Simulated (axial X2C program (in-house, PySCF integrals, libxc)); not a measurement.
# PtSi⁺: properties at the nuclei

Wanted for PtSi⁺: properties at the nuclei, at the two-component level.

Program: an in-house X2C program for linear molecules on PySCF integrals. Level of theory: two-component X2C with atomic mean-field terms, Pt dyall-cv3z, Si dyall-v3z. These are calculated values, not measurements.

## (1) Input

task.json reads:

```json
{
 "zs": [
  78,
  14
 ],
 "q": 1,
 "bas": [
  "dyall-cv3z",
  "dyall-v3z"
 ],
 "r0": 2.39,
 "levels": [
  "PBE0",
  "HF",
  "B3LYP",
  "TPSSh",
  "BHandHLYP"
 ],
 "nst": 3
}
```

Keys: zs atomic numbers; q charge; bas basis sets; r0 starting distance in Å; levels methods (HF also brings MP2); nst determinants followed.

Started as:

```
python soeom.py task.json out
```

Nuclei are Gaussian, cores are contracted, and the Gaunt term is on.

## (2) Expectation values, lowest determinant

R = 2.101 Å. State: Ω = 1/2 (excess of +ω over −ω: ω = 1/2).

Output of the PBE0 run:

```text
two-component X2C + atomic mean field  PBE0
basis functions 224  fitting functions 1158  grid points 5080
iter        total energy     max residual
   1     -18707.040633006     5.84e-05
   2     -18707.040633046     5.22e-05
   3     -18707.040633067     4.61e-05
   4     -18707.040633081     2.57e-05
   5     -18707.040633083     4.58e-06
converged
one-electron -26161.76297196  Coulomb 7578.37751938  exact exchange -93.93774697  xc functional -287.83078213  nuclear repulsion 275.04117769  atomic mean-field constant -16.92782909
```

The highest occupied spinor is 42% Si p, 40% Pt s, 13% Pt d.

| level | Eeff magnitude (GV/cm) | Ws magnitude Pt (kHz) | A∥/gI Pt (MHz) | qzz Pt (a.u.) | A∥/gI Si (MHz) | qzz Si (a.u.) |
| --- | --- | --- | --- | --- | --- | --- |
| PBE0 | 36 | 76.8 | 19000 | 4.74 | 96 | -1.72 |
| HF | 77.5 | 174 | 13800 | 4.56 | -209 | -2.10 |
| B3LYP | 30.8 | 65.6 | 19300 | 4.87 | 123 | -1.72 |
| TPSSh | 31 | 65.7 | 19400 | 4.75 | 134 | -1.62 |
| BHandHLYP | 46.9 | 101 | 18000 | 4.65 | 53.6 | -1.95 |

Eeff is the effective electric field on the electron dipole moment in this Ω state and Ws the scalar–pseudoscalar constant (defined with the proton number Z and per Ω); A∥ is the parallel hyperfine constant, which follows by multiplying with the nuclear g factor gI = μI/(I μN); qzz is the electric field gradient, eQq0 = 234.96 MHz × Q/barn × qzz. The operators were transformed with the bare-nucleus X2C matrices.

## (3) Expectation values, a higher determinant

R = 2.101 Å. State: Ω = 5/2 (excess of +ω over −ω: ω = 5/2), 0.45 eV above the lowest in the PBE0 search for states (made at or near this distance, with looser thresholds).

Output of the PBE0 run:

```text
two-component X2C + atomic mean field  PBE0
basis functions 224  fitting functions 1158  grid points 5080
iter        total energy     max residual
   1     -18707.024245526     6.08e-05
   2     -18707.024245530     9.10e-06
converged
one-electron -26156.97586422  Coulomb 7573.52840544  exact exchange -93.92301514  xc functional -287.76712021  nuclear repulsion 275.04117769  atomic mean-field constant -16.92782909
```

The highest occupied spinor is 44% Si p, 40% Pt s, 10% Pt d.

| level | Eeff magnitude (GV/cm) | Ws magnitude Pt (kHz) | A∥/gI Pt (MHz) | qzz Pt (a.u.) | A∥/gI Si (MHz) | qzz Si (a.u.) |
| --- | --- | --- | --- | --- | --- | --- |
| PBE0 | 6.85 | 3.11 | 878 | -4.25 | 2.47 | -2.19 |
| HF | 85.2 | 38.4 | 1280 | -6.77 | 37.9 | -2.24 |
| B3LYP | 4.73 | 2.18 | 829 | -3.95 | 1.75 | -2.17 |
| TPSSh | 6.45 | 2.92 | 862 | -4.06 | 2.09 | -2.10 |
| BHandHLYP | 7.22 | 3.3 | 833 | -4.93 | 1.81 | -2.41 |

## (4) Expectation values, a higher determinant

R = 2.101 Å. State: Ω = 3/2 (excess of +ω over −ω: ω = 3/2), 1.26 eV above the lowest in the PBE0 search for states (made at or near this distance, with looser thresholds).

Output of the PBE0 run:

```text
two-component X2C + atomic mean field  PBE0
basis functions 224  fitting functions 1158  grid points 5080
iter        total energy     max residual
   1     -18706.994430990     2.97e-05
   2     -18706.994430991     1.16e-05
   3     -18706.994430991     9.30e-06
converged
one-electron -26157.03649039  Coulomb 7573.61595526  exact exchange -93.92271288  xc functional -287.76453157  nuclear repulsion 275.04117769  atomic mean-field constant -16.92782909
```

The highest occupied spinor is 43% Si p, 39% Pt s, 11% Pt d.

| level | Eeff magnitude (GV/cm) | Ws magnitude Pt (kHz) | A∥/gI Pt (MHz) | qzz Pt (a.u.) | A∥/gI Si (MHz) | qzz Si (a.u.) |
| --- | --- | --- | --- | --- | --- | --- |
| PBE0 | 5.27 | 3.31 | 1010 | -2.44 | 3.16 | -2.27 |
| HF | 74.5 | 55.2 | 234 | -4.83 | -66.4 | -2.27 |
| B3LYP | 4.01 | 2.36 | 1050 | -1.96 | 5.55 | -2.25 |
| TPSSh | 5.01 | 3.08 | 1060 | -2.27 | 5.89 | -2.17 |
| BHandHLYP | 6.07 | 3.98 | 998 | -3.00 | 0.914 | -2.49 |

## (5) Results

```
                                        quantity                                    value
                              lowest determinant  Ω = 1/2 (excess of +ω over −ω: ω = 1/2)
                    Eeff magnitude (GV/cm), PBE0                                       36
                     Ws magnitude Pt (kHz), PBE0                                     76.8
                            A∥/gI Pt (MHz), PBE0                                    19000
                             qzz Pt (a.u.), PBE0                                     4.74
                              higher determinant  Ω = 5/2 (excess of +ω over −ω: ω = 5/2)
Eeff magnitude (GV/cm), PBE0, higher determinant                                     6.85
 Ws magnitude Pt (kHz), PBE0, higher determinant                                     3.11
        A∥/gI Pt (MHz), PBE0, higher determinant                                      878
         qzz Pt (a.u.), PBE0, higher determinant                                    -4.25
                              higher determinant  Ω = 3/2 (excess of +ω over −ω: ω = 3/2)
Eeff magnitude (GV/cm), PBE0, higher determinant                                     5.27
 Ws magnitude Pt (kHz), PBE0, higher determinant                                     3.31
        A∥/gI Pt (MHz), PBE0, higher determinant                                     1010
         qzz Pt (a.u.), PBE0, higher determinant                                    -2.44
```

In words: In the first state, the effective field runs from 30.8 to 77.5 GV/cm over the mean-field levels, so the levels don't agree on it. The expectation values come from single determinants, which for open shells can mix terms of unlike spin or miss the lowest Ω, so a determinant need not be a state. Eeff is the effective electric field on the electron dipole moment in this Ω state and Ws the scalar–pseudoscalar constant (defined with the proton number Z and per Ω); A∥ is the parallel hyperfine constant, which follows by multiplying with the nuclear g factor gI = μI/(I μN); qzz is the electric field gradient, eQq0 = 234.96 MHz × Q/barn × qzz. The operators were transformed with the bare-nucleus X2C matrices.
